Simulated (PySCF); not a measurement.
# C3H6F2O2: the cost of one run

Programs: PySCF 2.14.0, with density-fitted response routines of our own. Each step states its level of theory. These are calculated values for one molecule in the gas phase, unless marked as measured. Atoms count from 0, in the outputs and in this text.

### Step 1. Starting geometry

13 atoms, charge 0, multiplicity 1; geometry from: PBE0-D3(BJ)/def2-SVP.

Bonds of the start (Å): C0–O1 1.41, O1–C2 1.38, C2–O3 1.41, O3–C4 1.36, C4–F5 1.33, C4–F6 1.35, C0–H7 1.11, C0–H8 1.10, C0–H9 1.10, C2–H10 1.10, C2–H11 1.10, C4–H12 1.10.

### Step 2. Core holes by ΔSCF: SCAN, X2C

Job settings and geometry (Å):

```
{"job": {"kind": "xps"}, "charge": 0, "multiplicity": 1}
C     -1.888867    -0.175412    -0.230706
O     -0.688251    -0.668757    -0.772205
C      0.281043    -0.947334     0.163187
O      0.794502     0.214898     0.776828
C      1.565655     0.988376    -0.030612
F      1.630198     2.202475     0.515046
F      2.820669     0.494486    -0.092163
H     -2.330342    -0.895935     0.482570
H     -1.738710     0.784720     0.291035
H     -2.588584    -0.026630    -1.063139
H      1.082428    -1.495175    -0.357939
H     -0.107049    -1.555120     0.999227
H      1.171409     1.057423    -1.060208
```

With the program's defaults for keys left out, this is: delta-SCF UKS SCAN, pcX-2 on the ionised atom, pcseg-1 elsewhere, spin-free X2C.

The run is started by

```bash
OMP_NUM_THREADS=1 python probes_run.py task.json out
```

The driver reads the jobs from task.json and runs them one after another.

Q: Estimate the wall time and peak memory of this first job on 1 thread of Arm Neoverse V2, shared host.

About 35 s, with a peak of 0.57 GiB.
